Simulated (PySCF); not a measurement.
# C2H7NO2Si: the cost of one run

The runs use PySCF 2.14.0, with density-fitted response routines of our own; the level of theory stands in each step. All values are computed, except where a source is named. Atoms count from 0, in the outputs and in this text.

## 1. The starting structure

13 atoms, charge 0, multiplicity 1; geometry from: PBE0-D3(BJ)/def2-SVP.

Bonds of the start (Å): N0–Si1 1.70, Si1–O2 1.68, O2–C3 1.41, C3–C4 1.54, C4–O5 1.41, O5–Si1 1.68, N0–H6 1.01, N0–H7 1.01, Si1–H8 1.48, C3–H9 1.10, C3–H10 1.11, C4–H11 1.10, C4–H12 1.11.

## 2. Nuclear shieldings: PBE0/6-31G*

The job: settings as JSON, then the geometry in Å.

```
{"job": {"kind": "nmr", "xc": "PBE0", "basis": "6-31G*", "pop": true}, "charge": 0, "multiplicity": 1}
N      1.696649    -0.049374     0.524567
Si     0.507371    -0.055131    -0.684298
O     -0.372522    -1.484427    -0.681800
C     -1.747565    -1.206921    -0.831674
C     -1.990011     0.188956    -0.240703
O     -0.826239     0.947682    -0.481213
H      2.641763     0.262816     0.347151
H      1.540476    -0.327873     1.484611
H      1.200110     0.276482    -1.952707
H     -2.341686    -1.978672    -0.316298
H     -2.024745    -1.227316    -1.903170
H     -2.861985     0.680221    -0.701953
H     -2.179499     0.120959     0.847892
```

With the program's defaults for keys left out, this is: GIAO PBE0/6-31G* NMR shielding, non-relativistic, gas phase.

Started as:

```console
$ OMP_NUM_THREADS=1 python probes_run.py task.json out
```

The driver reads the jobs from task.json and runs them one after another.

Q: Estimate the wall time and peak memory of this first job on 1 thread of Arm Neoverse V1, shared host.

About 8.5 s, with a peak of 0.58 GiB.
